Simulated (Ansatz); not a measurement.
# GeH4Se, SMILES [GeH3][SeH]: a ladder of basis sets

With the Ansatz DFT code, driven from Python.

Run as a notebook:

In [1]:
```python
import warnings

import ansatz
```

In [2]:
```python
GEOMETRY = """
Ge   -0.22790   -0.32530   -0.43740
Se   -0.22400    0.99250    1.52940
H     0.35530   -1.65590   -0.20790
H    -1.67410   -0.47830   -0.89200
H     0.49850    0.45950   -1.58370
H     1.31440    0.94340    1.54540
"""

warnings.simplefilter("ignore", ansatz.DeckWarning)
```

In [3]:
```python
mol = ansatz.Crystal.molecule()
for line in GEOMETRY.strip().splitlines():
    symbol, *xyz = line.split()
    mol = mol.atom(symbol, [float(v) for v in xyz])
```

In [4]:
```python
model = mol.calculation().functional("HF")

energies = {}
for basis in ["def2-SVP", "def2-SVPD", "def2-TZVP", "def2-TZVPP"]:
    r = model.basis(gaussian=basis).run(threads=1).report
    size = r["n_frozen"] + r["n_occupied"][0] + r["n_virtual"][0]
    energies[basis] = (r["reference_energy_ev"] / 27.211386246, r["free_energy_ev"] / 27.211386246)
    print(f"{basis:14s} {size:4d} orbitals  reference {energies[basis][0]:14.6f} Ha  total {energies[basis][1]:14.6f} Ha")
```
```text
def2-SVP         84 orbitals  reference   -4476.988831 Ha  total   -4476.988831 Ha
def2-SVPD       111 orbitals  reference   -4476.993257 Ha  total   -4476.993257 Ha
def2-TZVP       120 orbitals  reference   -4477.551865 Ha  total   -4477.551865 Ha
def2-TZVPP      152 orbitals  reference   -4477.552834 Ha  total   -4477.552834 Ha
```

In [5]:
```python
last = energies["def2-TZVPP"][1]
for basis, (_, total) in energies.items():
    print(f"{basis:14s} lies {27.211386 * (total - last):9.4f} eV above def2-TZVPP")
```
```text
def2-SVP       lies   15.3473 eV above def2-TZVPP
def2-SVPD      lies   15.2269 eV above def2-TZVPP
def2-TZVP      lies    0.0264 eV above def2-TZVPP
def2-TZVPP     lies    0.0000 eV above def2-TZVPP
```

Against def2-SVP: def2-SVPD -4.4 mHa, def2-TZVP -563.0 mHa and def2-TZVPP -564.0 mHa. The last step alone is -0.97 mHa (these two sets differ little on atoms other than hydrogen). From the first set to the last the time grows from 0.8 to 1.8 s.

Reading the output:
- These settings explore the input space; basis and method may be short of convergence.
- The geometry is a force-field or estimated start, not a minimum of this method, and the last set is no limit. Much of the fall in a total is atomic energy, which cancels in bond and reaction energies.
- It ran for 5.9 s on 1 thread of INTEL(R) XEON(R) PLATINUM 8581C CPU @ 2.10GHz (Emerald Rapids), with other jobs on the host, peak memory 0.4 GiB.

(Lines on the test bed's own set-up are left out of the output.)
